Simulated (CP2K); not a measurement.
# NbTe (Pm-3m) in CP2K: further runs, part 2 of 2

CP2K 2026.2. Earlier steps stand in the parts before.

**3. Band structure, PBE**

The input, nbte_bands.inp:

```
&GLOBAL
  PROJECT nbte_bands
  RUN_TYPE ENERGY_FORCE
  PRINT_LEVEL LOW
&END GLOBAL
&FORCE_EVAL
  METHOD QS
  STRESS_TENSOR ANALYTICAL
  &DFT
    BASIS_SET_FILE_NAME BASIS_MOLOPT_UZH
    POTENTIAL_FILE_NAME POTENTIAL_UZH
    &MGRID
      CUTOFF 450
      REL_CUTOFF 60
      NGRIDS 4
    &END MGRID
    &QS
      METHOD GPW
      EPS_DEFAULT 1.0E-9
    &END QS
    &KPOINTS
      SCHEME MONKHORST-PACK 8 8 8
      GAMMA_CENTERED T
      SYMMETRY T
      SYMMETRY_BACKEND SPGLIB
    &END KPOINTS
    &SCF
      SCF_GUESS ATOMIC
      EPS_SCF 1.0E-6
      MAX_SCF 100
      ADDED_MOS 13
      CHOLESKY OFF
      EPS_EIGVAL 1.0E-7
      &DIAGONALIZATION ON
        ALGORITHM STANDARD
      &END DIAGONALIZATION
      &MIXING ON
        METHOD BROYDEN_MIXING
        ALPHA 0.4
        BETA 1.5
        NBUFFER 8
      &END MIXING
      &SMEAR ON
        METHOD FERMI_DIRAC
        ELECTRONIC_TEMPERATURE [K] 1160.452
      &END SMEAR
    &END SCF
    &XC
      &XC_FUNCTIONAL
        &GGA_X_PBE
        &END GGA_X_PBE
        &GGA_C_PBE
        &END GGA_C_PBE
      &END XC_FUNCTIONAL
    &END XC
    &PRINT
      &KPOINTS ON
      &END KPOINTS
      &MULLIKEN ON
      &END MULLIKEN
      &MO ON
        ENERGIES T
        OCCUPATION_NUMBERS T
        &EACH
          QS_SCF 0
        &END EACH
        ADD_LAST NUMERIC
      &END MO
      &LOWDIN ON
      &END LOWDIN
      &HIRSHFELD ON
        SHAPE_FUNCTION DENSITY
      &END HIRSHFELD
      &BAND_STRUCTURE
        FILE_NAME bands.bs
        ADDED_MOS 4
        &KPOINT_SET
          UNITS B_VECTOR
          NPOINTS 6
          SPECIAL_POINT GAMMA 0.00000000 0.00000000 0.00000000
          SPECIAL_POINT X 0.00000000 0.50000000 0.00000000
          SPECIAL_POINT M 0.50000000 0.50000000 0.00000000
          SPECIAL_POINT GAMMA 0.00000000 0.00000000 0.00000000
          SPECIAL_POINT R 0.50000000 0.50000000 0.50000000
          SPECIAL_POINT X 0.00000000 0.50000000 0.00000000
        &END KPOINT_SET
        &KPOINT_SET
          UNITS B_VECTOR
          NPOINTS 6
          SPECIAL_POINT M 0.50000000 0.50000000 0.00000000
          SPECIAL_POINT R 0.50000000 0.50000000 0.50000000
        &END KPOINT_SET
      &END BAND_STRUCTURE
    &END PRINT
  &END DFT
  &SUBSYS
    &CELL
      ABC 3.4257000000 3.4257000000 3.4257000000
      ALPHA_BETA_GAMMA 90.0000000000 90.0000000000 90.0000000000
      PERIODIC XYZ
    &END CELL
    &COORD
      SCALED
      Nb  0.5000000000 0.5000000000 0.5000000000
      Te  0.0000000000 0.0000000000 0.0000000000
    &END COORD
    &KIND Nb
      BASIS_SET TZVP-MOLOPT-PBE-GTH-q13
      POTENTIAL GTH-PBE-q13
    &END KIND
    &KIND Te
      BASIS_SET TZVP-MOLOPT-PBE-GTH-q6
      POTENTIAL GTH-PBE-q6
    &END KIND
    &PRINT
      &ATOMIC_COORDINATES ON
      &END ATOMIC_COORDINATES
      &CELL ON
      &END CELL
    &END PRINT
  &END SUBSYS
  &PRINT
    &FORCES ON
    &END FORCES
    &STRESS_TENSOR ON
    &END STRESS_TENSOR
  &END PRINT
&END FORCE_EVAL
```

Potentials or basis: POTENTIAL_UZH Nb GTH-PBE-q13, Te GTH-PBE-q6; TZVP-MOLOPT-PBE-GTH basis.

Launch:

```
> OMP_NUM_THREADS=1 cp2k.psmp -i nbte_bands.inp -o nbte_bands.out
```

nbte_bands.out:

```text

 CP2K| version string:                                       CP2K version 2026.2
 CP2K| Input file name                                            nbte_bands.inp

 GLOBAL| Force Environment number                                              1
 GLOBAL| Basis set file name                                    BASIS_MOLOPT_UZH
 GLOBAL| Potential file name                                       POTENTIAL_UZH
 GLOBAL| MM Potential file name                                     MM_POTENTIAL
 GLOBAL| Coordinate file name                                      __STD_INPUT__
 GLOBAL| Method name                                                        CP2K
 GLOBAL| Project name                                                 nbte_bands
 GLOBAL| Run type                                                   ENERGY_FORCE
 GLOBAL| FFT library                                                       FFTW3
 GLOBAL| Diagonalization library                                       ScaLAPACK
 GLOBAL| Cholesky decomposition library                                ScaLAPACK
 GLOBAL| DGEMM library                                                      BLAS
[... 620 lines left out ...]
 KPOINTS| Number of k-points in set    2                                       7
 KPOINTS| In units of b-vector [2pi/Bohr]
 KPOINTS| Special point     1           M     0.500000     0.500000     0.000000
 KPOINTS| Special point     2           R     0.500000     0.500000     0.500000

 ENERGY| Total FORCE_EVAL ( QS ) energy [hartree]            -64.787668908136311

 FORCES| Atomic forces [hartree/bohr]
 FORCES|   Atom     x               y               z               |f|
 FORCES|      1 -8.61623939E-12 -8.60383188E-12 -8.56636215E-12   1.48878496E-11
 FORCES|      2 -3.95492583E-12 -3.94421094E-12 -3.97202760E-12   6.85384867E-12
 FORCES| Sum    -1.25711652E-11 -1.25480428E-11 -1.25383897E-11
 FORCES| Total atomic force                                       2.17416373E-11

 STRESS| Analytical stress tensor [bar]
 STRESS|                        x                   y                   z
 STRESS|      x        2.82400386624E+04   3.68647625758E-05   1.44954316919E-03
 STRESS|      y        3.68647625758E-05   2.82400226982E+04  -1.37352736427E-03
 STRESS|      z        1.44954316919E-03  -1.37352736427E-03   2.82412493458E+04
 STRESS| 1/3 Trace                                             2.82404369022E+04
 STRESS| Determinant                                           2.25223775114E+13

 STRESS| Eigenvectors and eigenvalues of the analytical stress tensor [bar]
 STRESS|                        1                   2                   3
 STRESS| Eigenvalues   2.82400226966E+04   2.82400386607E+04   2.82412493491E+04
 STRESS|      x          -0.002307864257      0.999996620165      0.001197255845
 STRESS|      y           0.999996706916      0.002309205030     -0.001119700317
 STRESS|      z           0.001122461242     -0.001194667786      0.999998656424
```

Run time: 31 s. Hardware: 1 thread of Arm Neoverse V1, shared host; peak memory 0.27 GiB.

Results:

| Property | Result |
| --- | --- |
| Free energy | -1762.9621 eV |
| Pressure | 2.8 GPa |
| Band gap on the k mesh | none (metal or under the smearing width) |
| Mulliken charges | Nb +0.05; Te -0.05 e |
| Hirshfeld charges | Nb +0.09; Te -0.09 e |

Levels at the corners of the path, in eV from the Fermi level:
| point | band 5 | band 6 | band 7 | band 8 | band 9 | band 10 | band 11 | band 12 | band 13 | band 14 |
| --- | --- | --- | --- | --- | --- | --- | --- | --- | --- | --- |
| Γ | -14.48 | -2.76 | -2.76 | -1.24 | -1.24 | -1.24 | 1.01 | 1.01 | 1.01 | 3.46 |
| X | -12.74 | -7.91 | -2.86 | -2.86 | -1.88 | 1.26 | 2.25 | 4.75 | 4.75 | 5.24 |
| M | -12.19 | -5.60 | -5.60 | -2.70 | -0.44 | -0.44 | 0.50 | 1.12 | 2.47 | 4.06 |
| Γ | -14.48 | -2.76 | -2.76 | -1.24 | -1.24 | -1.24 | 1.01 | 1.01 | 1.01 | 3.46 |
| R | -10.43 | -6.54 | -6.54 | -6.54 | 2.18 | 2.18 | 2.18 | 2.58 | 2.58 | 4.84 |
| X | -12.74 | -7.91 | -2.86 | -2.86 | -1.88 | 1.26 | 2.25 | 4.75 | 4.75 | 5.24 |
| M | -12.19 | -5.60 | -5.60 | -2.70 | -0.44 | -0.44 | 0.50 | 1.12 | 2.47 | 4.06 |
| R | -10.43 | -6.54 | -6.54 | -6.54 | 2.18 | 2.18 | 2.18 | 2.58 | 2.58 | 4.84 |

Caveat: Mulliken charges move with the basis; spin-orbit coupling is left out, which moves the levels of the heavy elements; the basis of atomic orbitals isn't converged, which shifts pressures, moduli and gaps.
